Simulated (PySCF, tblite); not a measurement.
# Ge₂H₆O: metal-cation adducts, part 2 of 2

tblite 0.8.0 and PySCF 2.14.0. Atoms count from 0. The steps go on from the part before.

## (12) Relaxing the molecule at PBE0-D3(BJ)/def2-SVP

This step treats Ge2H6KO+, `[GeH3][O][GeH3].[K+]`.

What the job is given:

```
{"job": {"xc": "PBE0", "basis": "def2-SVP", "d3": "d3bj", "grid": 1, "kind": "geom"}, "charge": 1, "multiplicity": 1}
Ge     1.567181    -0.295176     0.037904
O      0.190780     0.897139     0.116242
Ge    -1.546529     0.344333     0.099462
H      1.428750    -1.052327    -1.241984
H      2.720420     0.689459     0.042785
H      1.496048    -1.143946     1.264907
H     -1.759233    -0.493979     1.317321
H     -1.767076    -0.373581    -1.191928
H     -2.219423     1.701197     0.165861
K      0.649658     3.093092     0.183799
```

Standard output:

```text
step   0  E = -4831.18909787  max force = 0.034126
step   1  E = -4831.19913474  max force = 0.011407
step   2  E = -4831.19980203  max force = 0.004939
step   3  E = -4831.20006870  max force = 0.000731
step   4  E = -4831.20009263  max force = 0.000386
step   5  E = -4831.20009944  max force = 0.000228
optimisation converged
```

Run time: 52 s. Hardware: 1 thread of Arm Neoverse V1, shared host.

Along the way:

```tsv
step	energy from step 0 (eV)	largest force component (eV/Å)
0	0.0000	1.7548
1	-0.2731	0.5866
2	-0.2913	0.2540
3	-0.2985	0.0376
4	-0.2992	0.0198
5	-0.2994	0.0117
```

Close pairs (by a distance rule), those that changed most:

```tsv
bond	before (Å)	after (Å)	change (Å)
O1–K9	2.244	2.557	+0.312
Ge2–K9	3.519	3.794	+0.275
Ge0–K9	3.513	3.780	+0.267
Ge0–H3	1.494	1.533	+0.040
Ge0–H5	1.494	1.533	+0.039
Ge2–H6	1.494	1.533	+0.039
Ge2–H7	1.494	1.533	+0.039
Ge2–H8	1.516	1.540	+0.024
```

The next job starts from the end point, and lists it.

```tsv
at the end point	value
point group (found at 0.08 Å tolerance)	C2v
rotational constants (GHz, main isotopes)	1.326, 1.244, 0.653
```

## (13) Single point (Ge2H6KO+): wB97X-D3(BJ)/def2-TZVP

Geometry: PBE0-D3(BJ)/def2-SVP.

What the job is given:

```
{"job": {"kind": "sp", "xc": "wB97X", "basis": "def2-TZVP", "d3": "d3bj", "grid": 2}, "charge": 1, "multiplicity": 1}
Ge     1.569476    -0.298634     0.025230
O      0.183189     0.876347     0.103901
Ge    -1.551174     0.327954     0.110889
H      1.445211    -1.086389    -1.284217
H      2.788422     0.643351     0.029645
H      1.509990    -1.182280     1.276663
H     -1.768985    -0.529651     1.362879
H     -1.808886    -0.427589    -1.198068
H     -2.311316     1.665798     0.176535
K      0.704560     3.377737     0.191200
```

Standard output:

```text
coarse grid: 42080 points
cycle   1  E = -4832.4280356172  dE = -1.086e+00  |g| = 1.185e+00  |ddm| = 2.348e+00
cycle   2  E = -4832.3180912473  dE =  1.099e-01  |g| = 1.486e+00  |ddm| = 1.088e+00
cycle   3  E = -4832.6051869289  dE = -2.871e-01  |g| = 1.344e-01  |ddm| = 6.419e-01
cycle   4  E = -4832.6077331340  dE = -2.546e-03  |g| = 5.331e-02  |ddm| = 8.368e-02
cycle   5  E = -4832.6081335007  dE = -4.004e-04  |g| = 5.082e-03  |ddm| = 3.353e-02
cycle   6  E = -4832.6081429598  dE = -9.459e-06  |g| = 8.614e-04  |ddm| = 7.772e-03
final grid: 82200 points
cycle   7  E = -4832.6081394165  dE = -4.556e-07  |g| = 5.447e-04  |ddm| = 1.540e-03
cycle   8  E = -4832.6081394406  dE = -2.414e-08  |g| = 5.780e-04  |ddm| = 6.144e-04
cycle   9  E = -4832.6081394838  dE = -4.320e-08  |g| = 7.529e-05  |ddm| = 2.514e-04
cycle  10  E = -4832.6081394859  dE = -2.105e-09  |g| = 5.064e-05  |ddm| = 8.910e-05
converged SCF energy = -4832.6081394859
```

Wall time 11 s (1 thread of Arm Neoverse V1, shared host).

## (14) Relaxing the molecule with GFN2-xTB

This step treats Ge2H6NaO+, `[GeH3][O][GeH3].[Na+]`.

What the job is given:

```
{"job": {"kind": "relax", "xc": "GFN2-xTB", "basis": "xTB"}, "charge": 1, "multiplicity": 1}
Ge     1.603900    -0.301700     0.006300
O      0.151700     0.769800     0.061800
Ge    -1.549200     0.347800     0.069100
H      1.458200    -1.224900    -1.224100
H      2.792500     0.636500    -0.125300
H      1.670500    -1.123200     1.302700
H     -1.920200    -0.435900     1.328000
H     -1.865200    -0.481600    -1.182400
H     -2.304000     1.689800     0.026800
Na     0.644000     3.114000     0.470800
```

Standard output:

```text
step      E/eV     max force
  0    -295.32711    1.546
  1    -295.40300    0.895
  2    -295.46125    0.365
  3    -295.46868    0.369
  4    -295.49497    0.476
  5    -295.50768    0.520
  6    -295.54771    0.537
  7    -295.56600    0.386
  8    -295.57985    0.245
  9    -295.58538    0.270
 10    -295.59733    0.367
 11    -295.60283    0.273
 12    -295.60587    0.124
 13    -295.60687    0.116
 14    -295.60790    0.090
 15    -295.60850    0.081
 16    -295.60883    0.054
 17    -295.60905    0.060
 18    -295.60932    0.060
 19    -295.60964    0.067
 20    -295.60996    0.057
 21    -295.61024    0.046
 22    -295.61043    0.032
 23    -295.61054    0.029
 24    -295.61062    0.026
 25    -295.61072    0.032
 26    -295.61089    0.048
 27    -295.61115    0.071
 28    -295.61150    0.080
 29    -295.61186    0.064
 30    -295.61217    0.070
 31    -295.61247    0.062
 32    -295.61276    0.067
 33    -295.61302    0.045
 34    -295.61320    0.052
 35    -295.61335    0.050
 36    -295.61348    0.043
 37    -295.61357    0.031
 38    -295.61361    0.013
 39    -295.61363    0.014
 40    -295.61364    0.015
 41    -295.61367    0.021
 42    -295.61371    0.024
 43    -295.61375    0.020
 44    -295.61378    0.015
 45    -295.61379    0.013
 46    -295.61381    0.015
 47    -295.61385    0.029
 48    -295.61395    0.054
 49    -295.61417    0.082
 50    -295.61451    0.096
 51    -295.61484    0.070
 52    -295.61503    0.025
 53    -295.61509    0.020
 54    -295.61516    0.032
 55    -295.61527    0.046
 56    -295.61538    0.040
 57    -295.61544    0.017
 58    -295.61545    0.006
```

Wall time 0.24 s (1 thread of Arm Neoverse V1, shared host).

Step by step: (not every step is listed)

```tsv
step	energy from step 0 (eV)	largest force (eV/Å)
0	0.0000	1.5464
1	-0.0759	0.8947
2	-0.1341	0.3651
3	-0.1416	0.3687
4	-0.1679	0.4758
5	-0.1806	0.5196
6	-0.2206	0.5365
7	-0.2389	0.3860
8	-0.2527	0.2447
12	-0.2788	0.1236
16	-0.2817	0.0540
20	-0.2828	0.0571
24	-0.2835	0.0261
28	-0.2844	0.0803
32	-0.2856	0.0668
36	-0.2864	0.0428
40	-0.2865	0.0146
44	-0.2867	0.0151
48	-0.2868	0.0542
52	-0.2879	0.0254
53	-0.2880	0.0202
54	-0.2880	0.0319
55	-0.2882	0.0464
56	-0.2883	0.0405
57	-0.2883	0.0168
58	-0.2883	0.0062
```

Distances of close pairs at the start and the end, largest changes first:

```tsv
bond	before (Å)	after (Å)	change (Å)
O1–Na9	2.430	1.960	-0.470
O1–Ge2	1.752	1.838	+0.085
Ge0–H3	1.545	1.494	-0.051
Ge0–H5	1.536	1.495	-0.042
Ge2–H7	1.534	1.494	-0.040
Ge2–H6	1.529	1.494	-0.034
Ge0–O1	1.806	1.838	+0.032
Ge2–H8	1.540	1.513	-0.027
```

The end geometry stands in the next job.

## (15) Vibrational analysis with GFN2-xTB

What the job is given:

```
{"job": {"kind": "ir", "xc": "GFN2-xTB", "basis": "xTB"}, "charge": 1, "multiplicity": 1}
Ge     1.553159    -0.308067     0.029653
O      0.199525     0.933752     0.084445
Ge    -1.535329     0.327897     0.090550
H      1.375812    -1.080743    -1.237019
H      2.728968     0.643874     0.021151
H      1.425539    -1.120609     1.277639
H     -1.686629    -0.505683     1.321523
H     -1.732399    -0.414626    -1.190929
H     -2.242136     1.664029     0.152775
Na     0.595766     2.850733     0.183879
```

Standard output:

```text
mode    cm-1     km/mol
  1      36.5     12.47
  2      71.1      2.02
  3      76.0      7.17
  4      86.3      5.66
  5     110.2      8.82
  6     202.2      7.97
  7     383.6     13.46
  8     474.8    299.80
  9     537.6      0.33
 10     551.2    267.60
 11     570.1    199.48
 12     616.6    333.12
 13     748.5    141.84
 14     760.9      0.34
 15     761.0     83.16
 16     773.3    299.21
 17     788.7     69.23
 18     796.3    170.06
 19    1855.5    213.22
 20    1869.3    275.51
 21    2004.6     32.18
 22    2023.6    525.68
 23    2043.6      2.02
 24    2062.9    742.85
ZPE 120.850  H(298)-E 147.258  G(298)-E 28.760 kJ/mol  S 397.44 J/(mol K)
```

It took 0.24 s on 1 thread of Arm Neoverse V1, shared host.

Which atoms move in the most intense modes:

```tsv
cm⁻¹	km/mol	atoms
475	299.8	O1 56 %, H4 13 %, H8 13 %
551	267.6	O1 25 %, H8 15 %, H4 15 %, H6 11 %
617	333.1	O1 26 %, H4 18 %, H8 18 %
773	299.2	H8 32 %, H4 29 %
1856	213.2	H4 47 %, H8 44 %
1869	275.5	H8 45 %, H4 41 %
2024	525.7	H6 24 %, H7 23 %, H5 21 %, H3 18 %
2063	742.9	H7 28 %, H6 26 %, H3 23 %, H5 21 %
```

## (16) Optimising the geometry at PBE0-D3(BJ)/def2-SVP

This step treats Ge2H6NaO+, `[GeH3][O][GeH3].[Na+]`.

The job, as its differences from that of step 15:

```diff
@@ -1,2 +1,2 @@
-{"job": {"kind": "ir", "xc": "GFN2-xTB", "basis": "xTB"}, "charge": 1, "multiplicity": 1}
+{"job": {"xc": "PBE0", "basis": "def2-SVP", "d3": "d3bj", "grid": 1, "kind": "geom"}, "charge": 1, "multiplicity": 1}
 Ge     1.553159    -0.308067     0.029653
```

Standard output:

```text
step   0  E = -4393.62851984  max force = 0.032335
step   1  E = -4393.63541124  max force = 0.007850
step   2  E = -4393.63630831  max force = 0.004452
step   3  E = -4393.63647756  max force = 0.002464
step   4  E = -4393.63651770  max force = 0.000270
step   5  E = -4393.63651970  max force = 0.000199
optimisation converged
```

Run time: 42 s. Hardware: 1 thread of Arm Neoverse V1, shared host.

The steps of the relaxation:

```tsv
step	energy from step 0 (eV)	largest force component (eV/Å)
0	0.0000	1.6627
1	-0.1875	0.4037
2	-0.2119	0.2289
3	-0.2165	0.1267
4	-0.2176	0.0139
5	-0.2177	0.0102
```

Distances of close pairs at the start and the end, largest changes first:

```tsv
bond	before (Å)	after (Å)	change (Å)
O1–Na9	1.960	2.165	+0.205
Ge2–H7	1.494	1.532	+0.038
Ge0–H3	1.494	1.532	+0.038
Ge2–H6	1.494	1.532	+0.037
Ge0–H5	1.495	1.532	+0.037
Ge2–H8	1.513	1.539	+0.026
Ge0–H4	1.513	1.539	+0.026
O1–Ge2	1.838	1.830	-0.008
```

The next job starts from the end point, and lists it.

```tsv
at the end point	value
point group (found at 0.08 Å tolerance)	C2v
rotational constants (GHz, main isotopes)	2.470, 1.243, 0.845
```

## (17) Single point (Ge2H6NaO+): wB97X-D3(BJ)/def2-TZVP

Geometry: PBE0-D3(BJ)/def2-SVP.

What the job is given:

```
{"job": {"kind": "sp", "xc": "wB97X", "basis": "def2-TZVP", "d3": "d3bj", "grid": 2}, "charge": 1, "multiplicity": 1}
Ge     1.567564    -0.313407     0.018323
O      0.192576     0.891938     0.106262
Ge    -1.551083     0.336942     0.103513
H      1.403685    -1.093235    -1.290168
H      2.796376     0.612458     0.014329
H      1.483876    -1.187715     1.273386
H     -1.755880    -0.521149     1.355815
H     -1.783262    -0.419027    -1.208616
H     -2.306552     1.675824     0.165371
Na     0.634638     3.009055     0.193874
```

Standard output:

```text
coarse grid: 40960 points
cycle   1  E = -4394.7946512598  dE = -1.050e+00  |g| = 1.177e+00  |ddm| = 2.321e+00
cycle   2  E = -4394.6989309463  dE =  9.572e-02  |g| = 1.455e+00  |ddm| = 1.061e+00
cycle   3  E = -4394.9675108451  dE = -2.686e-01  |g| = 1.302e-01  |ddm| = 6.134e-01
cycle   4  E = -4394.9699436603  dE = -2.433e-03  |g| = 5.319e-02  |ddm| = 8.275e-02
cycle   5  E = -4394.9703424568  dE = -3.988e-04  |g| = 5.524e-03  |ddm| = 3.298e-02
cycle   6  E = -4394.9703525592  dE = -1.010e-05  |g| = 1.065e-03  |ddm| = 7.575e-03
cycle   7  E = -4394.9703529662  dE = -4.070e-07  |g| = 3.429e-04  |ddm| = 1.538e-03
final grid: 80832 points
cycle   8  E = -4394.9703581045  dE = -8.357e-08  |g| = 2.953e-04  |ddm| = 7.564e-04
cycle   9  E = -4394.9703581072  dE = -2.710e-09  |g| = 2.939e-04  |ddm| = 2.769e-04
cycle  10  E = -4394.9703581172  dE = -1.008e-08  |g| = 3.965e-05  |ddm| = 1.259e-04
cycle  11  E = -4394.9703581176  dE = -3.756e-10  |g| = 1.820e-05  |ddm| = 3.161e-05
converged SCF energy = -4394.9703581176
```

It took 11 s on 1 thread of Arm Neoverse V1, shared host.

## (18) Metal-cation adducts: wB97X-D3(BJ)/def2-TZVP

This step combines the energies above: geometries from PBE0-D3(BJ)/def2-SVP, zero-point and thermal terms from GFN2-xTB.

What the job is given:

```
{"job": {"kind": "mc", "partners": ["Ga+", "K+", "Na+"], "geom": {"xc": "PBE0", "basis": "def2-SVP", "d3": "d3bj", "grid": 1}, "level": {"xc": "wB97X", "basis": "def2-TZVP", "d3": "d3bj"}}, "charge": 0, "multiplicity": 1}
Ge     1.587692    -0.295608     0.011574
O      0.162406     0.761175     0.084850
Ge    -1.566608     0.355370     0.065912
H      1.460729    -1.239484    -1.203465
H      2.795754     0.640388    -0.136616
H      1.681473    -1.121460     1.311471
H     -1.920586    -0.441767     1.338984
H     -1.876683    -0.490591    -1.187450
H     -2.313041     1.696593     0.027988
```

Output (the driver's rows laid out field by field):

```text
metal-cation adducts, wB97X-D3(BJ)/def2-TZVP // PBE0-D3(BJ)/def2-SVP

row 1
  formula                 GaGe2H6O
  charge                  1
  multiplicity            1
  smiles                  [GeH3][O][GeH3].[Ga+]
  kept                    yes
  pieces                  1
  point_group             C2v
  partner                 Ga+
  start_atom              1
  bound_to                1 O 2.032
  nearest                 1 O 2.032
  parent_bonds_kept       yes
  electronic              187.26
  enthalpy                187.42
  free_energy             152.54
  partner_charge          0.675

row 2
  formula                 Ge2H6KO
  charge                  1
  multiplicity            1
  smiles                  [GeH3][O][GeH3].[K+]
  kept                    yes
  pieces                  1
  point_group             C2v
  partner                 K+
  start_atom              1
  bound_to                1 O 2.557
  nearest                 1 O 2.557
  parent_bonds_kept       yes
  faults                  thermal_terms_from_another_structure
  electronic              98.78
  enthalpy                99.61
  free_energy             67.26

row 3
  formula                 Ge2H6NaO
  charge                  1
  multiplicity            1
  smiles                  [GeH3][O][GeH3].[Na+]
  kept                    yes
  pieces                  1
  point_group             C2v
  partner                 Na+
  start_atom              1
  bound_to                1 O 2.165
  nearest                 1 O 2.165
  parent_bonds_kept       yes
  electronic              135.56
  enthalpy                136.26
  free_energy             103.62
  partner_charge          0.933
```

Run time: 4.3 min. Hardware: 1 thread of Arm Neoverse V1, shared host.

Some single points behind these values are not shown above.

Energy given off on binding (kJ/mol, gas phase, 298 K for the thermal columns):

```tsv
partner	nearest atom	electronic	enthalpy	free energy
Ga+	O1, 2.03 Å	187.3	187.4	152.5
K+	O1, 2.56 Å	98.8	99.6	67.3
Na+	O1, 2.17 Å	135.6	136.3	103.6
```

The driver flags rows whose values are rough: thermal terms taken from another structure (K+).

## (19) Outcome

What follows sums up all 2 parts.

```
                                            quantity                  value
           strongest single infrared mode (GFN2-xTB)  652 cm⁻¹, 1039 km/mol
                        zero-point energy (GFN2-xTB)          28.9 kcal/mol
                rotational constants (main isotopes)  24.66, 1.21, 1.19 GHz
binding enthalpy (−ΔH), Ga+ (wB97X-D3(BJ)/def2-TZVP)           187.4 kJ/mol
 binding enthalpy (−ΔH), K+ (wB97X-D3(BJ)/def2-TZVP)            99.6 kJ/mol
binding enthalpy (−ΔH), Na+ (wB97X-D3(BJ)/def2-TZVP)           136.3 kJ/mol
```

What this shows: All 21 modes are real, so the xTB geometry is a minimum. The strongest single mode, at 652 cm⁻¹, is spread over many atoms; the largest shares are those of O1, H6. Unscaled tight-binding wavenumbers are off by several per cent, some by more. Its intensities can rank the bands wrongly. Over 10 steps the energy fell by 0.177 eV; of the close pairs, Ge2–H7 changed most, 1.501 to 1.544 Å (PBE0/def2-SVP). Steps that list no spin-orbit terms leave them out, which matters at and beside the heavy atoms. At wB97X-D3(BJ)/def2-TZVP the binding enthalpy (−ΔH) runs from 99.6 kJ/mol (K+) to 187.4 kJ/mol (Ga+). The driver flags rows whose values are rough: thermal terms taken from another structure (K+).
